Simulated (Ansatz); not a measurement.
# CrInF3: the cost of one run

Program: Ansatz 0.2.0. Level of theory: DFT PBE, scalar-relativistic, plane waves, PAW. These are calculated values, not measurements.

### 1 Starting point

It takes space group Pm-3m (No. 221, cubic). Conventional cell: a = 3.973 Å, b = 3.973 Å, c = 3.973 Å, α = 90.00°, β = 90.00°, γ = 90.00°. Cr (site symmetry m-3m) has 6 F at 1.99 Å as nearest neighbours. In (site symmetry m-3m) is surrounded by 12 F at 2.81 Å. Around F (site symmetry 4/mmm) lie 2 Cr at 1.99 Å and 4 In at 2.81 Å.

Coordinates:

```cif
data_structure
_symmetry_space_group_name_H-M 'Pm-3m'
_symmetry_Int_Tables_number 221
_cell_length_a 3.9733
_cell_length_b 3.9733
_cell_length_c 3.9733
_cell_angle_alpha 90.000
_cell_angle_beta 90.000
_cell_angle_gamma 90.000
_cell_volume 62.73
loop_
_atom_site_label
_atom_site_type_symbol
_atom_site_symmetry_multiplicity
_atom_site_Wyckoff_symbol
_atom_site_fract_x
_atom_site_fract_y
_atom_site_fract_z
_atom_site_occupancy
Cr1 Cr 1 a 0.00000 0.00000 0.00000 1
In1 In 1 b 0.50000 0.50000 0.50000 1
F1 F 3 d 0.50000 0.00000 0.00000 1
```

Recipe of the guess: species swapped into a database cell of KMnF3 (Pm-3m, No. 221), with In on the K sites and Cr on the Mn sites. Its size is a rough estimate.

### 2 A first look at the guess

The input, input.yaml:

```yaml
crystal:
  lattice:
    - [3.97326664, 0.0, 0.0]
    - [0.0, 3.97326664, 0.0]
    - [0.0, 0.0, 3.97326664]
  atoms:
    - { symbol: Cr, position: [0.0, 0.0, 0.0], spin: 3.0 }
    - { symbol: In, position: [0.5, 0.5, 0.5] }
    - { symbol: F, position: [0.5, 0.0, 0.0] }
    - { symbol: F, position: [0.0, 0.0, 0.5] }
    - { symbol: F, position: [0.0, 0.5, 0.0] }
basis:
  ecutwfc: 420
kpoints:
  mp_grid: { grid: [4, 4, 4] }
hamiltonian:
  xc: pbe
scf:
  occupations: { method: gaussian, width: 0.1 }
  lower_state_search: "off"
output:
  forces: true
  stress: true
  eigenvalues: true
  populations: true
magnetization:
  spin_polarized: true
```

Launch:

```sh
ansatz run input.yaml --threads 1 --pin off --max-ram 2048MiB --backend cpu --events-out ev --progress --plain --runs-dir out
```

What time and memory should one allow on 1 thread of AMD EPYC 9R45 (Zen 5), shared host?

About 1.6 s, with a peak of 0.37 GiB.
